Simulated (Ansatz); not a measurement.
# CH₃Cr (sextet): geometry and frequencies at several levels

The task, for CH₃Cr (sextet): geometry and frequencies at several levels. Spin multiplicity 6.

Computed with Ansatz 0.2.0 (the levels named in each step, unless a step's input says otherwise).

## 1. The starting structure

Bond lengths: C1–Cr2 2.033 Å, C1–H3 1.103 Å, C1–H4 1.099 Å, C1–H5 1.103 Å. Angles: Cr2–C1–H3 112.9°, Cr2–C1–H4 113.1°, Cr2–C1–H5 112.9°, H3–C1–H4 105.6°, H3–C1–H5 105.8°, H4–C1–H5 105.8°.

Coordinates:

```xyz
5

C    -1.5238    0.0881   -0.3117
Cr    0.4651   -0.0268    0.0951
H    -1.8342   -0.5844   -1.1293
H    -1.8445    1.0940   -0.6182
H    -2.1549   -0.1782    0.5529
```

## 2. A rough first relaxation, PBE-D4/def2-SVP

input.yaml

```yaml
crystal:
  periodic: [false, false, false]
  atoms:
    - { symbol: C, position_ang: [-1.52376, 0.08813, -0.31166] }
    - { symbol: Cr, position_ang: [0.46506, -0.02684, 0.09514] }
    - { symbol: H, position_ang: [-1.83425, -0.58436, -1.12926] }
    - { symbol: H, position_ang: [-1.84449, 1.094, -0.61824] }
    - { symbol: H, position_ang: [-2.15493, -0.17823, 0.55288] }
magnetization:
  spin_polarized: true
  initial_magnetization: 5
basis:
  gaussian: { orbitals: def2-SVP }
hamiltonian:
  xc: pbe
  dispersion: d4
relax:
  f_tol: 0.03
  max_steps: 200
```

Started as:

```sh
ansatz run input.yaml --threads 2 --pin off --max-ram 5120MiB --backend cpu --events-out ev --progress --plain --runs-dir out
```

Further steps of the session: Relaxation, HF/STO-3G; Frequencies, HF/STO-3G; Relaxation, HF/def2-SVP; Frequencies, HF/def2-SVP; Relaxation, LDA/def2-SVP; Frequencies, LDA/def2-SVP; Relaxation, PBE-D4/def2-SVP; Frequencies, PBE-D4/def2-SVP.

**Question.** What will these runs give? Wanted: C1–Cr2 at PBE-D4/def2-SVP; frequencies at PBE-D4/def2-SVP.

The runs gave:

```
                      quantity             value
     C1–Cr2 at PBE-D4/def2-SVP           2.038 Å
frequencies at PBE-D4/def2-SVP  494 to 3041 cm⁻¹
```

The C–Cr distance spreads over 0.141 Å, from LDA/def2-SVP (shortest) to HF/STO-3G. No mode is imaginary, so the geometry is a minimum.
